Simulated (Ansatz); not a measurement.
# H3MoNO2S: the cost of one run

Computed with Ansatz 0.2.0, Gaussian basis. Level: PBE/def2-SVP.

## (1) Structure used throughout

The geometry comes from an earlier relaxation with PBE0-D4 in a triple-zeta def2 set; it is a stationary point, not always the lowest conformer. Mo takes the def2 core potential; no spin-orbit term is included.

SMILES `[NH2][Mo](=[O])([OH])=[S]`, 8 atoms, charge 0, spin multiplicity 1.

Atoms are counted from 1 here; the program's logs count them from 0.

Bond lengths: N1–Mo2 1.915 Å, N1–H6 1.010 Å, N1–H7 1.009 Å, Mo2–O3 1.670 Å, Mo2–O4 1.874 Å, Mo2–S5 2.116 Å, O4–H8 0.961 Å. Angles: Mo2–N1–H6 122.2°, Mo2–N1–H7 124.7°, H6–N1–H7 112.0°, N1–Mo2–O3 107.5°, N1–Mo2–O4 110.4°, N1–Mo2–S5 108.0°, O3–Mo2–O4 108.5°, O3–Mo2–S5 112.2°, O4–Mo2–S5 110.2°, Mo2–O4–H8 121.6°.

## (2) Dynamics

File in.yaml:

```yaml
crystal:
  periodic: [false, false, false]
  atoms:
    - {symbol: N, position_ang: [-0.666684, 0.660843, 1.062517]}
    - {symbol: Mo, position_ang: [0.508187, -0.299879, -0.105023]}
    - {symbol: O, position_ang: [1.297541, -1.450376, 0.813538]}
    - {symbol: O, position_ang: [-0.470655, -1.174395, -1.442042]}
    - {symbol: S, position_ang: [1.849028, 1.088058, -0.972266]}
    - {symbol: H, position_ang: [-0.958293, 0.291369, 1.955659]}
    - {symbol: H, position_ang: [-0.911160, 1.633814, 0.957330]}
    - {symbol: H, position_ang: [-0.555765, -0.806635, -2.325514]}
basis:
  gaussian: {orbitals: def2-SVP}
hamiltonian: {xc: {name: PBE}}
md: {timestep: 1 fs, n_steps: 50, ensemble: nvt_langevin, temperature: 1000, initial_velocities: maxwell_boltzmann, friction: 0.01, seed: 830}
```

Command:

```bash
ansatz run in.yaml --threads 4 --pin off --events-out ev --progress --plain --max-ram 10444MiB
```

What time and memory should one allow on 4 threads of INTEL XEON PLATINUM 8581C at 2.30GHz, shared host?

About 31 s, with a peak of 0.47 GiB.
